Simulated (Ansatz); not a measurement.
This script makes a scan of the Hubbard U of BaTiO3, space group P4mm with Ansatz's Python interface.

The script, `batio3.py`:
```python
'''How the states of BaTiO3 follow the Hubbard U.'''

import warnings

import ansatz
from ase import Atoms
import numpy as np


def count_gap(report):
    # lowest empty less highest filled band, counting bands; zero where they overlap
    return max(report.get('gap_by_band_count_ev') or 0.0, 0.0)


def main() -> None:
    warnings.simplefilter('ignore', ansatz.DeckWarning)

    atoms = Atoms(
        ['Ba', 'Ti', 'O', 'O', 'O'],
        scaled_positions=[
            (0.0, 0.0, 0.0),
            (0.5, 0.5, 0.49),
            (0.5, 0.5, 0.019),
            (0.5, 0.0, 0.517),
            (0.0, 0.5, 0.517),
        ],
        cell=[
            (3.9998, 0.0, 0.0),
            (0.0, 3.9998, 0.0),
            (0.0, 0.0, 4.018),
        ],
        pbc=True,
    )
    xtal = ansatz.Crystal.from_ase(atoms)

    model = (
        xtal.calculation()
        .basis(31 * ansatz.Ry)
        .kpoints(6, center='gamma')
        .occupations('Marzari-Vanderbilt', width=0.05)
        .functional('pbe')
        .band_table()
    )
    rows = []
    for u in [0.0, 2.0, 4.0, 6.0]:
        data = model.hubbard('Ti', 'd', u_eff=u).run(threads=1, backend='cpu').report
        shell = data['hubbard']['n_scf']
        rows.append((u, count_gap(data), sum(shell) / len(shell), data['n_iterations']))
    print('      U_eff eV  gap by band count eV  Ti d occupation (projector)      iterations')
    for row in rows:
        print(f'{str(row[0]):>14s}  {row[1]:20.3f}  {row[2]:27.4f}  {row[3]:14d}')


if __name__ == '__main__':
    main()
```

What does raising U do here?

From U = 0 to 6 eV the gap on the mesh goes from 1.84 eV to 2.60 eV.

What the script printed:

`python batio3.py` gives:
```text
      U_eff eV  gap by band count eV  Ti d occupation (projector)      iterations
           0.0                 1.836                       2.3671               9
           2.0                 2.050                       2.2820              10
           4.0                 2.301                       2.1918              10
           6.0                 2.601                       2.0968              10
```

The run is spin-unpolarised. Semilocal gaps usually lie well under measured ones. Of the deposited cell: the entry's cell lengths or inner coordinates differ somewhat from later room-temperature determinations. In a crystal with a gap the Fermi level's place inside it depends on smearing and mesh. The structure is a deposited one; some such entries were measured under pressure or heat, so a shift against it needn't be the functional's error alone. Gaps and levels are Kohn-Sham values on a finite set of k-points, without spin-orbit coupling. Shell occupations and the effect of U depend on the projectors; a run with no .spin step is spin-unpolarised, and each U may end in a state that isn't the lowest. Hardware and time: 27 s on 1 thread of Intel(R) Xeon(R) Processor @ 2.30GHz, with other jobs on the host, peak memory 0.6 GiB.

(A comment or docstring line of the script was reworded after the run, the code is as it ran.)
